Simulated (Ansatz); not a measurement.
# Ti2GeC: properties at the relaxed cell

This session takes Ti2GeC and sets out to fit an equation of state.

Computed with Ansatz 0.2.0 (DFT r2SCAN, scalar-relativistic, plane waves, PAW, unless a step's input says otherwise).

## Step 1: The starting structure

Symmetry: P6_3/mmc, No. 194, hexagonal system. Conventional cell: a = 3.085 Å, b = 3.085 Å, c = 12.905 Å, α = 90.00°, β = 90.00°, γ = 120.00°. Around Ti (site symmetry 3m) lie 3 C at 2.12 Å. Ge (site symmetry -6m2) has 6 Ti at 2.73 Å and 6 Ge at 3.09 Å as nearest neighbours. C (site symmetry -3m) is surrounded by 6 Ti at 2.12 Å.

Coordinates:

```
Ti Ge C
1.0
     3.08504    0.00000    0.00000
    -1.54252    2.67172    0.00000
     0.00000    0.00000   12.90526
Ti Ge C
4 2 2
Direct
  0.66667 0.33333 0.58931
  0.33333 0.66667 0.41069
  0.33333 0.66667 0.08931
  0.66667 0.33333 0.91069
  0.66667 0.33333 0.25000
  0.33333 0.66667 0.75000
  0.00000 0.00000 0.50000
  0.00000 0.00000 0.00000
```

It goes back to an entry of the Materials Project.

It is the result of an earlier relaxation at this level (volume 13.30 Å³/atom; gap on the mesh: none (metal)).

## Step 2: The cell scaled to 0.97 of its volume

File input.yaml:

```yaml
crystal:
  lattice:
    - [3.0538765975, 0.0, 0.0]
    - [-1.5269382988, 2.6447347135, 0.0]
    - [0.0, 0.0, 12.7748938059]
  atoms:
    - { symbol: Ti, position: [0.6666666667, 0.3333333333, 0.5893059173] }
    - { symbol: Ti, position: [0.3333333333, 0.6666666667, 0.4106940827] }
    - { symbol: Ti, position: [0.3333333333, 0.6666666667, 0.0893059173] }
    - { symbol: Ti, position: [0.6666666667, 0.3333333333, 0.9106940827] }
    - { symbol: Ge, position: [0.6666666667, 0.3333333333, 0.25] }
    - { symbol: Ge, position: [0.3333333333, 0.6666666667, 0.75] }
    - { symbol: C, position: [0.0, 0.0, 0.5] }
    - { symbol: C, position: [0.0, 0.0, 0.0] }
basis:
  ecutwfc: 500
kpoints:
  mp_grid: { grid: [15, 15, 4] }
hamiltonian:
  xc: r2scan
scf:
  occupations: { method: gaussian, width: 0.1 }
output:
  forces: true
  stress: true
  eigenvalues: true
relax:
  adjacent_minimum: "off"
  f_tol: 0.01
  max_steps: 30
  cell: { stress_tol: 0.1, fix: [volume] }
```

On the command line:

```console
> ansatz run input.yaml --threads 4 --pin off --max-ram 10240MiB --backend cpu --events-out ev --progress --plain --runs-dir out
```

## Step 3: Volume × 1.03

input.yaml, as its differences from that of step 2:

```diff
@@ -2,5 +2,5 @@
   lattice:
-    - [3.0538765975, 0.0, 0.0]
-    - [-1.5269382988, 2.6447347135, 0.0]
-    - [0.0, 0.0, 12.7748938059]
+    - [3.1155877006, 0.0, 0.0]
+    - [-1.5577938503, 2.6981780965, 0.0]
+    - [0.0, 0.0, 13.0330420198]
   atoms:
```

## Step 4: Volume × 0.94

File input.yaml:

```yaml
crystal:
  lattice:
    - [3.0208151962, 0.0, 0.0]
    - [-1.5104075981, 2.6161027, 0.0]
    - [0.0, 0.0, 12.6522589267]
  atoms:
    - { symbol: Ti, position: [0.6666666667, 0.3333333333, 0.5901031658] }
    - { symbol: Ti, position: [0.3333333333, 0.6666666667, 0.4098968342] }
    - { symbol: Ti, position: [0.3333333333, 0.6666666667, 0.0901031658] }
    - { symbol: Ti, position: [0.6666666667, 0.3333333333, 0.9098968342] }
    - { symbol: Ge, position: [0.6666666667, 0.3333333333, 0.25] }
    - { symbol: Ge, position: [0.3333333333, 0.6666666667, 0.75] }
    - { symbol: C, position: [0.0, 0.0, 0.5] }
    - { symbol: C, position: [0.0, 0.0, 0.0] }
basis:
  ecutwfc: 500
kpoints:
  mp_grid: { grid: [15, 15, 4] }
hamiltonian:
  xc: r2scan
scf:
  occupations: { method: gaussian, width: 0.1 }
output:
  forces: true
  stress: true
  eigenvalues: true
relax:
  adjacent_minimum: "off"
  f_tol: 0.01
  max_steps: 30
  cell: { stress_tol: 0.1, fix: [volume] }
```

## Step 5: The cell scaled to 1.06 of its volume

File input.yaml:

```yaml
crystal:
  lattice:
    - [3.1463906277, 0.0, 0.0]
    - [-1.5731953138, 2.7248542138, 0.0]
    - [0.0, 0.0, 13.1513131181]
  atoms:
    - { symbol: Ti, position: [0.6666666667, 0.3333333333, 0.5885059356] }
    - { symbol: Ti, position: [0.3333333333, 0.6666666667, 0.4114940644] }
    - { symbol: Ti, position: [0.3333333333, 0.6666666667, 0.0885059356] }
    - { symbol: Ti, position: [0.6666666667, 0.3333333333, 0.9114940644] }
    - { symbol: Ge, position: [0.6666666667, 0.3333333333, 0.25] }
    - { symbol: Ge, position: [0.3333333333, 0.6666666667, 0.75] }
    - { symbol: C, position: [0.0, 0.0, 0.5] }
    - { symbol: C, position: [0.0, 0.0, 0.0] }
basis:
  ecutwfc: 500
kpoints:
  mp_grid: { grid: [15, 15, 4] }
hamiltonian:
  xc: r2scan
scf:
  occupations: { method: gaussian, width: 0.1 }
output:
  forces: true
  stress: true
  eigenvalues: true
relax:
  adjacent_minimum: "off"
  f_tol: 0.01
  max_steps: 30
  cell: { stress_tol: 0.1, fix: [volume] }
```

## Step 6: The cell scaled to 0.91 of its volume

File input.yaml:

```yaml
crystal:
  lattice:
    - [2.9858884037, 0.0, 0.0]
    - [-1.4929442019, 2.5858552105, 0.0]
    - [0.0, 0.0, 12.5366869184]
  atoms:
    - { symbol: Ti, position: [0.6666666667, 0.3333333333, 0.590830466] }
    - { symbol: Ti, position: [0.3333333333, 0.6666666667, 0.409169534] }
    - { symbol: Ti, position: [0.3333333333, 0.6666666667, 0.090830466] }
    - { symbol: Ti, position: [0.6666666667, 0.3333333333, 0.909169534] }
    - { symbol: Ge, position: [0.6666666667, 0.3333333333, 0.25] }
    - { symbol: Ge, position: [0.3333333333, 0.6666666667, 0.75] }
    - { symbol: C, position: [0.0, 0.0, 0.5] }
    - { symbol: C, position: [0.0, 0.0, 0.0] }
basis:
  ecutwfc: 500
kpoints:
  mp_grid: { grid: [15, 15, 4] }
hamiltonian:
  xc: r2scan
scf:
  occupations: { method: gaussian, width: 0.1 }
output:
  forces: true
  stress: true
  eigenvalues: true
relax:
  adjacent_minimum: "off"
  f_tol: 0.01
  max_steps: 30
  cell: { stress_tol: 0.1, fix: [volume] }
```

## Step 7: Point at V/V0 = 1.10

File input.yaml:

```yaml
crystal:
  lattice:
    - [3.1857236165, 0.0, 0.0]
    - [-1.5928618082, 2.7589175813, 0.0]
    - [0.0, 0.0, 13.3126657258]
  atoms:
    - { symbol: Ti, position: [0.6666666667, 0.3333333333, 0.5876617198] }
    - { symbol: Ti, position: [0.3333333333, 0.6666666667, 0.4123382802] }
    - { symbol: Ti, position: [0.3333333333, 0.6666666667, 0.0876617198] }
    - { symbol: Ti, position: [0.6666666667, 0.3333333333, 0.9123382802] }
    - { symbol: Ge, position: [0.6666666667, 0.3333333333, 0.25] }
    - { symbol: Ge, position: [0.3333333333, 0.6666666667, 0.75] }
    - { symbol: C, position: [0.0, 0.0, 0.5] }
    - { symbol: C, position: [0.0, 0.0, 0.0] }
basis:
  ecutwfc: 500
kpoints:
  mp_grid: { grid: [15, 15, 4] }
hamiltonian:
  xc: r2scan
scf:
  occupations: { method: gaussian, width: 0.1 }
output:
  forces: true
  stress: true
  eigenvalues: true
  write_density: true
  write_potential: true
  elf: true
  volumetric_format: npy
relax:
  adjacent_minimum: "off"
  f_tol: 0.01
  max_steps: 30
  cell: { stress_tol: 0.1, fix: [volume] }
```

## Step 8: Volume × 0.88

File input.yaml:

```yaml
crystal:
  lattice:
    - [2.9500246885, 0.0, 0.0]
    - [-1.4750123443, 2.554796322, 0.0]
    - [0.0, 0.0, 12.419951594]
  atoms:
    - { symbol: Ti, position: [0.6666666667, 0.3333333333, 0.5915305564] }
    - { symbol: Ti, position: [0.3333333333, 0.6666666667, 0.4084694436] }
    - { symbol: Ti, position: [0.3333333333, 0.6666666667, 0.0915305564] }
    - { symbol: Ti, position: [0.6666666667, 0.3333333333, 0.9084694436] }
    - { symbol: Ge, position: [0.6666666667, 0.3333333333, 0.25] }
    - { symbol: Ge, position: [0.3333333333, 0.6666666667, 0.75] }
    - { symbol: C, position: [0.0, 0.0, 0.5] }
    - { symbol: C, position: [0.0, 0.0, 0.0] }
basis:
  ecutwfc: 500
kpoints:
  mp_grid: { grid: [15, 15, 4] }
hamiltonian:
  xc: r2scan
scf:
  occupations: { method: gaussian, width: 0.1 }
output:
  forces: true
  stress: true
  eigenvalues: true
relax:
  adjacent_minimum: "off"
  f_tol: 0.01
  max_steps: 30
  cell: { stress_tol: 0.1, fix: [volume] }
```

(Steps that only read results are left out.)

Q: Predict the outcome of this session. Wanted: equilibrium volume of the fit; bulk modulus.

The runs gave:

| quantity | value |
| --- | --- |
| equilibrium volume of the fit | 13.30 Å³/atom |
| bulk modulus | 166 GPa |
| its pressure derivative | 4.3 |

What this shows: The fit puts the minimum at 13.30 Å³/atom with B = 166 GPa and B' = 4.3.
